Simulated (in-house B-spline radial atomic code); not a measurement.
# Pr³⁺ in a hard spherical wall

Aim: energy and levels of Pr³⁺ squeezed by an impenetrable sphere of shrinking radius. More than one configuration is followed.

Program: in-house B-spline radial atomic code version 1. Level of theory: non-relativistic LDA (Slater, VWN5), spherical fractional occupations, point nucleus, basis-set limit. These are calculated values, not measurements, unless marked.

### 1 The atom as given

* element: praseodymium (Z = 59)
* charge: +3
* electrons: 56
* configuration: [Xe] 4f2
* Hamiltonian: non-relativistic
* nucleus: point

Outer shells as boxes (Hund's rule):

[Xe] 4f2
```
[Xe] core
4f [↑ ][↑ ][  ][  ][  ][  ][  ]
```

The boxes only draw the filling; these runs are spin-restricted and spherical.

Settings of the run:

```ini
Z = 59
electrons = 56.0
configuration = [Xe] 4f2
hamiltonian = nr
method = lda,vwn
spin_polarised = False
```

The reference is known from an earlier run: -8916.163544 hartree in all. Up to eight levels, counted from the top:

| orbital | occupation | energy (eV) | <r> (bohr) |
| --- | --- | --- | --- |
| 3p | 6 | -1221.29 | 0.2775 |
| 3d | 10 | -955.11 | 0.2483 |
| 4s | 2 | -292.01 | 0.6532 |
| 4p | 6 | -238.43 | 0.6719 |
| 4d | 10 | -144.00 | 0.7208 |
| 5s | 2 | -61.599 | 1.536 |
| 5p | 6 | -46.621 | 1.702 |
| 4f | 2 | -33.660 | 0.9612 |

### 2 Wall at 5.09 bohr, configuration [Xe] 4f2

Settings of the run:

```ini
Z = 59
electrons = 56.0
configuration = [Xe] 4f2
hamiltonian = nr
method = lda,vwn
spin_polarised = False
wall_radius = 5.09
```

### 3 Wall at 2.81 bohr, configuration [Xe] 4f2

The settings differ from step 2 so:

```diff
@@ -6,2 +6,2 @@
 spin_polarised = False
-wall_radius = 5.09
+wall_radius = 2.81
```

### 4 Wall at 1.85 bohr, configuration [Xe] 4f2

The settings differ from step 3 so:

```diff
@@ -6,2 +6,2 @@
 spin_polarised = False
-wall_radius = 2.81
+wall_radius = 1.85
```

### 5 Wall at 5.09 bohr, configuration [Kr] 4d10 4f3 5s2 5p5

Settings of the run:

```ini
Z = 59
electrons = 56.0
configuration = [Kr] 4d10 4f3 5s2 5p5
hamiltonian = nr
method = lda,vwn
spin_polarised = False
wall_radius = 5.09
```

### 6 Wall at 2.81 bohr, configuration [Kr] 4d10 4f3 5s2 5p5

The settings differ from step 5 so:

```diff
@@ -6,2 +6,2 @@
 spin_polarised = False
-wall_radius = 5.09
+wall_radius = 2.81
```

### 7 Wall at 1.85 bohr, configuration [Kr] 4d10 4f3 5s2 5p5

The settings differ from step 6 so:

```diff
@@ -6,2 +6,2 @@
 spin_polarised = False
-wall_radius = 2.81
+wall_radius = 1.85
```

### 8 Wall at 5.09 bohr, configuration [Kr] 4d10 4f2 5s2 5p5 5d1

Settings of the run:

```ini
Z = 59
electrons = 56.0
configuration = [Kr] 4d10 4f2 5s2 5p5 5d1
hamiltonian = nr
method = lda,vwn
spin_polarised = False
wall_radius = 5.09
```

### 9 Wall at 2.81 bohr, configuration [Kr] 4d10 4f2 5s2 5p5 5d1

The settings differ from step 8 so:

```diff
@@ -6,2 +6,2 @@
 spin_polarised = False
-wall_radius = 5.09
+wall_radius = 2.81
```

### 10 Wall at 1.85 bohr, configuration [Kr] 4d10 4f2 5s2 5p5 5d1

The settings differ from step 9 so:

```diff
@@ -6,2 +6,2 @@
 spin_polarised = False
-wall_radius = 2.81
+wall_radius = 1.85
```

Q: What do the energy and the highest level do as the wall closes in, and which configuration is lower at each radius?

The runs gave:

| configuration | radius (bohr) | energy above the free system (eV) | pressure (GPa) | highest level (eV) |
| --- | --- | --- | --- | --- |
| [Xe] 4f2 | 5.09 | 0.0503 | 0.503 | -33.603 (4f) |
| [Xe] 4f2 | 2.81 | 31.692 | 919 | -24.457 (4f) |
| [Xe] 4f2 | 1.85 | 424.64 | 30529 | 31.889 (5p) |
| [Kr] 4d10 4f3 5s2 5p5 | 5.09 | 14.509 | 0.591 | -29.414 (4f) |
| [Kr] 4d10 4f3 5s2 5p5 | 2.81 | 45.486 | 878 | -20.076 (4f) |
| [Kr] 4d10 4f3 5s2 5p5 | 1.85 | 411.26 | 28229 | 33.870 (5p) |
| [Kr] 4d10 4f2 5s2 5p5 5d1 | 5.09 | 22.349 | 1.53 | -25.471 (5d) |
| [Kr] 4d10 4f2 5s2 5p5 5d1 | 2.81 | 60.247 | 1019 | -8.771 (5d) |
| [Kr] 4d10 4f2 5s2 5p5 5d1 | 1.85 | 471.31 | 31322 | 78.609 (5d) |

What this shows: For [Xe] 4f2 the energy above the free reference is 0.0503 eV at 5.09 bohr and 424.64 eV at 1.85 bohr, where the electrons press on it with 30529 GPa. Its highest level passes zero between 2.81 and 1.85 bohr; in smaller spheres the level is positive, pushed up by confinement, and the wall keeps the electron in. The order of [Xe] 4f2 and [Kr] 4d10 4f3 5s2 5p5 turns between 2.81 and 1.85 bohr, so at equal radius strong confinement favours [Kr] 4d10 4f3 5s2 5p5. At 1.85 bohr the lowest of all 3 is [Kr] 4d10 4f3 5s2 5p5. A hard wall is a crude model of an atom's surroundings.
